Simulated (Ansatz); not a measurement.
# C2H5AlFNS: the cost of one run

The runs use Ansatz 0.2.0, Gaussian basis; the settings change from run to run.

### 1 The geometry

An earlier PBE0-D4 in a triple-zeta def2 set relaxation fixed the geometry.

11 atoms, charge 0, spin multiplicity 1.

Atoms are counted from 1 here; the program's logs count them from 0.

Bond lengths: C1–S2 1.804 Å, C1–H7 1.090 Å, C1–H8 1.092 Å, C1–H9 1.090 Å, S2–C3 1.778 Å, C3–F4 1.397 Å, C3–N5 1.446 Å, C3–Al6 1.926 Å, N5–Al6 1.736 Å, N5–H10 1.009 Å, Al6–H11 1.568 Å. Angles: S2–C1–H7 110.6°, S2–C1–H8 111.4°, S2–C1–H9 106.9°, H7–C1–H8 110.3°, H7–C1–H9 109.0°, H8–C1–H9 108.5°, C1–S2–C3 101.4°, S2–C3–F4 109.5°, S2–C3–N5 119.7°, S2–C3–Al6 123.8°, F4–C3–N5 111.2°, F4–C3–Al6 122.7°, N5–C3–Al6 60.0°, C3–N5–Al6 73.9°, C3–N5–H10 121.1°, Al6–N5–H10 164.6°, C3–Al6–N5 46.1°, C3–Al6–H11 168.0° and more.

### 2 PBE0-DH/aug-pcseg-2

This run has relativity set to none, high accuracy.

in.yaml

```yaml
crystal:
  periodic: [false, false, false]
  atoms:
    - {symbol: C, position_ang: [-1.677997, 0.454863, -0.932167]}
    - {symbol: S, position_ang: [-1.137944, 0.473636, 0.788595]}
    - {symbol: C, position_ang: [0.324502, -0.534045, 0.708801]}
    - {symbol: F, position_ang: [-0.033371, -1.853068, 0.418007]}
    - {symbol: N, position_ang: [1.446664, -0.106279, -0.095940]}
    - {symbol: Al, position_ang: [1.993233, -0.069075, 1.550945]}
    - {symbol: H, position_ang: [-1.870559, -0.565679, -1.262441]}
    - {symbol: H, position_ang: [-0.944754, 0.932481, -1.585062]}
    - {symbol: H, position_ang: [-2.606150, 1.025108, -0.979389]}
    - {symbol: H, position_ang: [1.359337, 0.005806, -1.095018]}
    - {symbol: H, position_ang: [3.212540, 0.179151, 2.504270]}
basis:
  gaussian: {orbitals: aug-pcseg-2}
hamiltonian: {xc: {name: PBE0-DH}, pseudopotentials: {relativity: none}}
accuracy: high
output: {forces: true}
```

Run with:

```
> ansatz run in.yaml --threads 4 --pin off --events-out ev --progress --plain --max-ram 10444MiB
```

Q: Estimate wall time and peak memory on 4 threads of Intel Xeon Platinum 8375C at 2.90GHz, shared host.

About 2.5 min, with a peak of 6.1 GiB.
